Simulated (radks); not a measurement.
# Ru⁺ in [Kr] 4d7: an all-electron calculation

The task here is to estimate one member of a computed series from the others.

Program: radks (a radial shooting solver on a logarithmic mesh, Libxc functionals) version 1. Level of theory: Dirac Kohn-Sham, LDA (Slater exchange, Perdew-Wang correlation), spin-unpolarised, spherical densities, finite nucleus; open shells fill j = l - 1/2 first. These are calculated values, not measurements, unless marked.

### The system

* element: ruthenium (Z = 44)
* charge: +1
* electrons: 43
* configuration: [Kr] 4d7
* nuclear rms radius: 4.4809 fm

Set-up of the first run:

Input:

```text
Z 44
configuration [Kr] 4d7 5s0 5p0
relativity Dirac
functional lda,pw
spin unpolarised
j_filling energy
nucleus finite rms 4.4809 fm
c 137.035999084
```

Among the steps run: Self-consistent calculation.

One table of the session follows, with a row left open; its other results are not shown here.

It belongs to the step «Shells». From the orbitals of this run (lengths in bohr):

```
level      <r>  outermost maximum (interpolated)  90 % within  nodes
1s1/2  0.03347                            0.0217       0.0600      0
2s1/2   0.1455                             0.123        0.225      1
2p1/2   0.1237                            0.0955        0.203      0
2p3/2   0.1285                            0.0995        0.209      0
3s1/2   0.4032                             0.362        0.596      2
3p1/2   0.3962                             0.349        0.599      1
3p3/2   0.4069                             0.358        0.614      1
3d3/2   0.3824                             0.299        0.609      0
3d5/2   0.3859                             0.302        0.614      0
4s1/2    1.019                             0.913         1.48      3
4p1/2    1.107                             0.964         1.64      2
4p3/2    1.139                             0.990         1.69      2
4d3/2        ?                                 ?            ?      ?
4d5/2    1.656                              1.22         2.69      1
5s1/2    3.011                              2.58         4.43      4
5p1/2    3.779                              3.18         5.64      3
5p3/2    3.880                              3.27         5.78      3
```

Q: Estimate the row for 4d3/2 from the others.

As computed: <r>: 1.634; outermost maximum (interpolated): 1.21; 90 % within: 2.65; nodes: 1. In the column «<r>» it lies between 4p3/2 (1.139) and 4d5/2 (1.656).

Caveats from the session: Spin polarisation and multiplet splitting are left out.
